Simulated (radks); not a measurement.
**Ionisation energy and size from Ni to Kr**

The task here is to estimate one member of a computed series from the others.

The numbers are computed with radks (a radial shooting solver on a logarithmic mesh, Libxc functionals) version 1 (Dirac Kohn-Sham, LDA (Slater exchange, Perdew-Wang correlation), spin-unpolarised, spherical densities, finite nucleus; open shells fill j = l - 1/2 first), except any that are marked as measured or tabulated.

**The atom as given**

* species: Ni, Cu, Zn, Ga, Ge, As, Se, Br, Kr
* runs: 18, each species and its next ion

The first run:

Input:

```text
Z 28
configuration [Ar] 3d8 4s2
relativity Dirac
functional lda,pw
spin unpolarised
j_filling energy
nucleus finite rms 3.7757 fm
c 137.035999084
```

Steps of the session up to this table: Ni, [Ar] 3d8 4s2; Ni⁺, [Ar] 3d9; Cu, [Ar] 3d10 4s1; Cu⁺, [Ar] 3d10; Zn, [Ar] 3d10 4s2; Zn⁺, [Ar] 3d10 4s1; Ga, [Ar] 3d10 4s2 4p1; Ga⁺, [Ar] 3d10 4s2; Ge, [Ar] 3d10 4s2 4p2; Ge⁺, [Ar] 3d10 4s2 4p1; As, [Ar] 3d10 4s2 4p3; As⁺, [Ar] 3d10 4s2 4p2; Se, [Ar] 3d10 4s2 4p4; Se⁺, [Ar] 3d10 4s2 4p3; Br, [Ar] 3d10 4s2 4p5; Br⁺, [Ar] 3d10 4s2 4p4; Kr, [Kr]; Kr⁺, [Ar] 3d10 4s2 4p5.

One table of the session follows, with a row left open; its other results are not shown here.

| species | Δ-SCF (eV) | −ε(HOMO) (eV) | its <r> (bohr) |
| --- | --- | --- | --- |
| Ni | 6.651 | 5.858 | 2.78 |
| Cu | 8.428 | 4.858 | 2.89 |
| Zn | 10.184 | 6.219 | 2.63 |
| Ga | 5.965 | 2.779 | 3.34 |
| Ge | ? | ? | ? |
| As | 9.145 | 5.189 | 2.57 |
| Se | 10.811 | 6.486 | 2.32 |
| Br | 12.491 | 7.813 | 2.12 |
| Kr | 14.197 | 9.179 | 1.96 |

Estimate the missing values for Ge.

As computed: Δ-SCF (eV): 7.722; −ε(HOMO) (eV): 4.101; its <r> (bohr): 2.85. In the column «Δ-SCF (eV)» it lies between Ni (6.651) and Cu (8.428).

Spin polarisation and multiplet splitting are left out, so open shells lie too high by an amount that depends on their filling.
